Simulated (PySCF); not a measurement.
# Gold: the same states on changed settings

One table from this session's results is given with a row withheld; the runs are named, their logs left out.

The numbers are computed with PySCF 2.14.0 (unrestricted determinants in a Gaussian basis, no spin-orbit coupling in the energies), except any that are marked as measured or tabulated.

### Starting point

| Quantity | Value |
| --- | --- |
| Element | gold (Z = 79) |
| Basis | cc-pVTZ-PP with ECP60MDF |
| Hamiltonian | a scalar-relativistic core potential |
| State 1 | Au: [Xe] 4f14 5d10 6s1, 2S determinant |
| State 2 | Au⁺: [Xe] 4f14 5d10, closed-shell 1S |
| Methods | UHF, LDA, BP86, MP2 |
| Core shells frozen in the correlated runs | valence: 5s2 5p6 (for Au) |

Outer shells as boxes (Hund's rule):

Au [Xe] 4f14 5d10 6s1
```
[Xe] core
4f [↑↓][↑↓][↑↓][↑↓][↑↓][↑↓][↑↓]
5d [↑↓][↑↓][↑↓][↑↓][↑↓]
6s [↑ ]
```

Au+ [Xe] 4f14 5d10
```
[Xe] core
4f [↑↓][↑↓][↑↓][↑↓][↑↓][↑↓][↑↓]
5d [↑↓][↑↓][↑↓][↑↓][↑↓]
```

The sound run (cc-pVTZ-PP with ECP60, scalar relativity through the core potential, symmetry-adapted start, fine grid, valence correlation) gave:

| species | method | energy (hartree) |
| --- | --- | --- |
| Au | UHF | -134.78172 |
| Au | LDA | -135.49291 |
| Au | BP86 | -135.83793 |
| Au | MP2 (valence) | -135.16462 |
| Au⁺ | UHF | -134.49946 |
| Au⁺ | LDA | -135.12925 |
| Au⁺ | BP86 | -135.48130 |
| Au⁺ | MP2 (valence) | -134.83069 |

One driver process ran all states and methods and kept the integrals in memory. Each run is shown as a PySCF script that sums up its settings (the driver passes frozen orbitals as a list and adds second-order terms of double hybrids); the logs are those of the runs themselves.

The first run:

It was started by

```
$ OMP_NUM_THREADS=1 python atomrun2.py TASK.json OUT
```

Input file input.py:

```python
from pyscf import gto, scf, dft, mp, cc
import basis_set_exchange as bse
txt = bse.get_basis("cc-pVTZ-PP", elements=["Au"], fmt="nwchem", header=False)
cut = txt.index("\nECP")
mol = gto.M(atom="Au 0 0 0", charge=0, spin=1, symmetry="D2h",
            basis=gto.basis.parse(txt[:cut]),
            ecp={"Au": gto.basis.parse_ecp(txt[cut:])})
mf = scf.UHF(mol)
mf.irrep_nelec = {'Ag': (4, 3), 'B1g': (1, 1), 'B2g': (1, 1), 'B3g': (1, 1), 'B1u': (1, 1), 'B2u': (1, 1), 'B3u': (1, 1)}
mf.init_guess = "atom"
mf.max_cycle = 50
mf.kernel()
```

Among the steps run: Changed run, Au; Changed run, Au⁺, method by method.

One table of the session follows, with a row left open; its other results are not shown here.

Ionisation energy of Au:

| method | sound run (eV) |
| --- | --- |
| UHF | 7.681 |
| LDA | 9.896 |
| BP86 | 9.704 |
| MP2 | 9.087 |
| SCS-MP2 | ? |

**Question.** Estimate the row for SCS-MP2.

As computed: sound run (eV): 8.895. In the column «sound run (eV)» it lies between UHF (7.681) and MP2 (9.087).
